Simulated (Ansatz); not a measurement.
**GaSiH7O (SMILES [SiH3][OH+][GaH3-]): HF/STO-3G**

Aim: the vertical ionisation energy of GaSiH7O at HF/STO-3G, from 2 runs. 

The calculation is run with Ansatz 0.2.0.

67 further runs of the same task are left out: 1 that didn't finish, 66 set aside as unsound or not needed.

### 1 The system as given

GaSiH7O: 10 atoms, total charge 0, spin state singlet. SMILES: `[SiH3][OH+][GaH3-]`. Geometry: relaxed at PBE0-D4/def2-TZVP.

Bond lengths: Si1–O2 1.685 Å, O2–Ga3 2.176 Å, Si1–H4 1.485 Å, Si1–H5 1.480 Å, Si1–H6 1.475 Å, O2–H7 0.960 Å, Ga3–H8 1.571 Å, Ga3–H9 1.583 Å, Ga3–H10 1.578 Å. Some angles: Si1–O2–Ga3 118.1°, Si1–O2–H7 117.7°, Ga3–O2–H7 112.1°, O2–Si1–H4 106.7°, O2–Si1–H5 110.5°, O2–Si1–H6 105.9°, O2–Ga3–H8 100.1°, O2–Ga3–H9 92.2°, O2–Ga3–H10 95.6°, H4–Si1–H5 110.0°.

### 2 The energy at HF/STO-3G

Input file input.yaml:

```yaml
basis:
  gaussian:
    orbitals: STO-3G
crystal:
  periodic: [false, false, false]
  atoms:
    - {symbol: Si, position_ang: [-0.484700, 0.680100, -1.289300]}
    - {symbol: O, position_ang: [-0.772200, -0.233700, 0.097500]}
    - {symbol: Ga, position_ang: [0.882100, -0.551000, 1.475200]}
    - {symbol: H, position_ang: [-1.767100, 0.740000, -2.035000]}
    - {symbol: H, position_ang: [0.556000, 0.040700, -2.124900]}
    - {symbol: H, position_ang: [-0.069600, 2.013200, -0.814500]}
    - {symbol: H, position_ang: [-1.323900, -1.014800, 0.010100]}
    - {symbol: H, position_ang: [0.306600, 0.146600, 2.760300]}
    - {symbol: H, position_ang: [1.885600, 0.253500, 0.552600]}
    - {symbol: H, position_ang: [0.870300, -2.125600, 1.370900]}
magnetization:
  spin_polarized: false
  initial_magnetization: 0
hamiltonian:
  xc: hf
accuracy: high
output: {orbitals: {seedname: orbitals}}
```

On the command line:

```bash
ansatz run input.yaml --threads 1 --pin off --max-ram 3480MiB --events-out events.jsonl --progress --plain --runs-dir runs
```

Log:

```text
Warning: RAYON_NUM_THREADS=1 ignored (pool sized by the plan → 1); use --threads N
Functional definition: HF
  name "HF"
  exchange = exact_x
  correlation = 0
685 factors; integrals over basis functions are off by at most 1.4e-8 eV
mean field evaluation 1: about -61616.1837 eV, gradient 1.6e1 eV
mean field evaluation 2: about -61616.2406 eV, gradient 1.6e1 eV
mean field evaluation 4: about -61617.5636 eV, gradient 1.6e0 eV
mean field evaluation 8: about -61617.5943 eV, gradient 5.3e-2 eV
mean field -61617.59356671 eV, -2264.4047976715 hartree, gradient 1.3e-8 eV, S^2 0.000000; 0 other end points of the search recorded, 0 dependent functions left out
reference -61617.59356671 eV, -2264.4047976715 hartree; 30, 30 occupied and 9, 9 virtual orbitals, 685 factors
Total energy: -61617.59356671 eV, -2264.4047976715 hartree
```

Wall time 0.56 s (1 thread of Arm Neoverse V1, shared host).

### 3 The doublet cation

Input file run.yaml:

```yaml
crystal:
  periodic: [false, false, false]
  atoms:
    - symbol: Si
      position_ang: [-0.484700, 0.680100, -1.289300]
    - symbol: O
      position_ang: [-0.772200, -0.233700, 0.097500]
    - symbol: Ga
      position_ang: [0.882100, -0.551000, 1.475200]
    - symbol: H
      position_ang: [-1.767100, 0.740000, -2.035000]
    - symbol: H
      position_ang: [0.556000, 0.040700, -2.124900]
    - symbol: H
      position_ang: [-0.069600, 2.013200, -0.814500]
    - symbol: H
      position_ang: [-1.323900, -1.014800, 0.010100]
    - symbol: H
      position_ang: [0.306600, 0.146600, 2.760300]
    - symbol: H
      position_ang: [1.885600, 0.253500, 0.552600]
    - symbol: H
      position_ang: [0.870300, -2.125600, 1.370900]
basis:
  gaussian:
    orbitals: STO-3G
total_charge: 1
magnetization:
  spin_polarized: true
  initial_magnetization: 1
hamiltonian:
  xc: hf
accuracy: high
output: {orbitals: {seedname: orbitals}}
```

On the command line:

```bash
ansatz run run.yaml --threads 1 --pin off --max-ram 3480MiB --events-out events.jsonl --progress --plain --runs-dir runs
```

Log:

```text
Warning: RAYON_NUM_THREADS=1 ignored (pool sized by the plan → 1); use --threads N
[... 4 set-up lines as earlier in the session ...]
684 factors; integrals over basis functions are off by at most 1.4e-8 eV
mean field evaluation 1: about -61611.9518 eV, gradient 2.5e1 eV
mean field evaluation 2: about -61612.0084 eV, gradient 2.5e1 eV
mean field evaluation 4: about -61616.4927 eV, gradient 2.6e0 eV
mean field evaluation 8: about -61616.6267 eV, gradient 6.5e-3 eV
mean field evaluation 16: about -61616.6230 eV, gradient 4.1e-3 eV
mean field evaluation 32: about -61616.6219 eV, gradient 2.8e-3 eV
mean field evaluation 64: about -61616.5619 eV, gradient 1.3e-1 eV
mean field evaluation 96: about -61616.6213 eV, gradient 3.9e-3 eV
mean field evaluation 128: about -61616.6115 eV, gradient 1.4e0 eV
mean field -61616.62297353 eV, -2264.3691290302 hartree, gradient 3.1e-8 eV, S^2 0.750746; 3 other end points of the search recorded, 0 dependent functions left out
reference -61616.62297353 eV, -2264.3691290302 hartree; 30, 29 occupied and 9, 10 virtual orbitals, 684 factors
Total energy: -61616.62297353 eV, -2264.3691290302 hartree
```

Run time: 3.3 s. Hardware: 1 thread of Arm Neoverse V1, shared host; peak memory 0.16 GiB.

### 4 What came out

Level: HF/STO-3G.

| quantity | value |
| --- | --- |
| singlet GaSiH7O: total energy | -2264.40480 Eh |
| singlet GaSiH7O: HOMO energy | -5.50 eV |
| singlet GaSiH7O: LUMO energy | 8.31 eV |
| singlet GaSiH7O: HOMO–LUMO gap | 13.81 eV |
| doublet cation: total energy | -2264.36913 Eh |
| doublet cation: HOMO energy (highest over α and β) | -16.21 eV |
| doublet cation: LUMO energy (lowest over α and β) | -1.06 eV |
| doublet cation: ⟨S²⟩ | 0.751 |
| vertical ionisation energy (to the doublet cation), in doubt | 0.971 eV |

Removing an electron at fixed nuclei costs 0.97 eV (22.4 kcal/mol). The negative HOMO energy of the first species, 5.50 eV, lies 4.53 eV above that difference. This value lies far from the orbital energy or is too small for a neutral ground state: the hole may sit in another orbital, or the first species is not in its lowest state. In a minimal basis such a difference can be off by several eV, whatever the method.
